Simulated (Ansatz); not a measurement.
**CH3F2InSi: up Jacob's ladder to CCSD(T)**

The task here is to estimate one member of a computed series from the others.

Program: Ansatz 0.2.0, Gaussian basis. Level of theory: functionals in def2-TZVPP, the program's frozen cores in correlated methods. These are calculated values, not measurements.

Plan: LDA (SPW92), PBE-D4, revPBE-D4, BLYP-D4, r2SCAN-D4, B97M-V, PBE0-D4, B3LYP-D4, r2SCANh-D4, r2SCAN0-D4, HSE06-D4, BHLYP-D4, CAM-B3LYP-D4, LC-ωPBE, ωB97X-V, ωB97M-V, B2PLYP, PBE-QIDH; CCSD(T)/def2-SVP; CCSD(T)/def2-TZVPP; MP2/def2-QZVPP; extrapolation to the limit; RPA on PBE.

## The geometry

The geometry comes from an earlier relaxation with PBE0-D4 in a triple-zeta def2 set; it is a stationary point, not always the lowest conformer. In takes the def2 core potential; no spin-orbit term is included.

8 atoms, charge 0, spin multiplicity 1.

Atoms are counted from 1 here; the program's logs count them from 0.

Bond lengths: F1–C2 1.399 Å, C2–F3 1.399 Å, C2–Si4 1.892 Å, C2–In5 2.335 Å, Si4–H6 1.489 Å, Si4–H7 1.488 Å, Si4–H8 1.488 Å. Angles: F1–C2–F3 104.9°, F1–C2–Si4 110.3°, F1–C2–In5 101.9°, F3–C2–Si4 110.4°, F3–C2–In5 101.9°, Si4–C2–In5 125.4°, C2–Si4–H6 115.1°, C2–Si4–H7 106.8°, C2–Si4–H8 106.8°, H6–Si4–H7 109.7°, H6–Si4–H8 109.7°, H7–Si4–H8 108.5°.

The first run:

in.yaml reads:

```yaml
crystal:
  periodic: [false, false, false]
  atoms:
    - {symbol: F, position_ang: [1.811578, -0.524851, 0.309597]}
    - {symbol: C, position_ang: [0.420428, -0.674381, 0.314203]}
    - {symbol: F, position_ang: [0.090337, -0.936425, 1.648250]}
    - {symbol: Si, position_ang: [-0.414536, 0.919640, -0.270058]}
    - {symbol: In, position_ang: [0.159431, -2.776275, -0.667875]}
    - {symbol: H, position_ang: [-0.085151, 2.133643, 0.526783]}
    - {symbol: H, position_ang: [-0.007621, 1.124456, -1.686759]}
    - {symbol: H, position_ang: [-1.882265, 0.677093, -0.229942]}
basis:
  gaussian: {orbitals: def2-TZVPP}
hamiltonian: {xc: lda}
output: {orbitals: {seedname: orbitals}}
```

Run with:

```
$ ansatz run in.yaml --threads 4 --pin off --events-out ev --progress --plain --max-ram 10444MiB
```

Steps of the session up to this table: LDA; PBE-D4 (GGA); revPBE-D4 (GGA); BLYP-D4 (GGA); r2SCAN-D4 (meta-GGA); B97M-V (meta-GGA); B3LYP-D4 (hybrid); r2SCANh-D4 (hybrid); r2SCAN0-D4 (hybrid); HSE06-D4 (hybrid); BHLYP-D4 (hybrid); CAM-B3LYP-D4 (range-separated); LC-ωPBE (range-separated); ωB97X-V (range-separated); ωB97M-V (range-separated); B2PLYP (double hybrid); PBE-QIDH (double hybrid).

One of the session's tables, all rows but one given; the rest of the session is left out.

It belongs to the step «Frontier levels by functional». 

```
  functional  HOMO (eV)  LUMO (eV)  gap (eV)
 LDA (SPW92)      -4.78      -2.94      1.84
      PBE-D4      -4.58      -2.68      1.90
   revPBE-D4      -4.50      -2.56      1.94
     BLYP-D4      -4.48      -2.65      1.83
   r2SCAN-D4          ?          ?         ?
      B97M-V      -4.80      -2.74      2.06
     PBE0-D4      -5.64      -1.99      3.65
    B3LYP-D4      -5.50      -2.26      3.24
  r2SCANh-D4      -5.19      -2.27      2.92
  r2SCAN0-D4      -5.79      -1.91      3.88
    HSE06-D4      -5.26      -2.35      2.91
    BHLYP-D4      -6.64      -1.38      5.26
CAM-B3LYP-D4      -6.89      -1.19      5.70
     LC-ωPBE      -8.04      -0.12      7.92
     ωB97X-V      -7.75      -0.25      7.50
     ωB97M-V      -7.68      -0.48      7.21
```

Estimate the missing values for r2SCAN-D4.

Worked estimate for «HOMO (eV)». Against the share of exact exchange, r2SCANh-D4 (0.1, -5.19), r2SCAN0-D4 (0.25, -5.79) give a slope of -4.00 per unit share; at 0 the line stands at -4.79.

As computed: HOMO (eV): -4.78; LUMO (eV): -2.52; gap (eV): 2.26. In «HOMO (eV)» the line misses by -0.01.
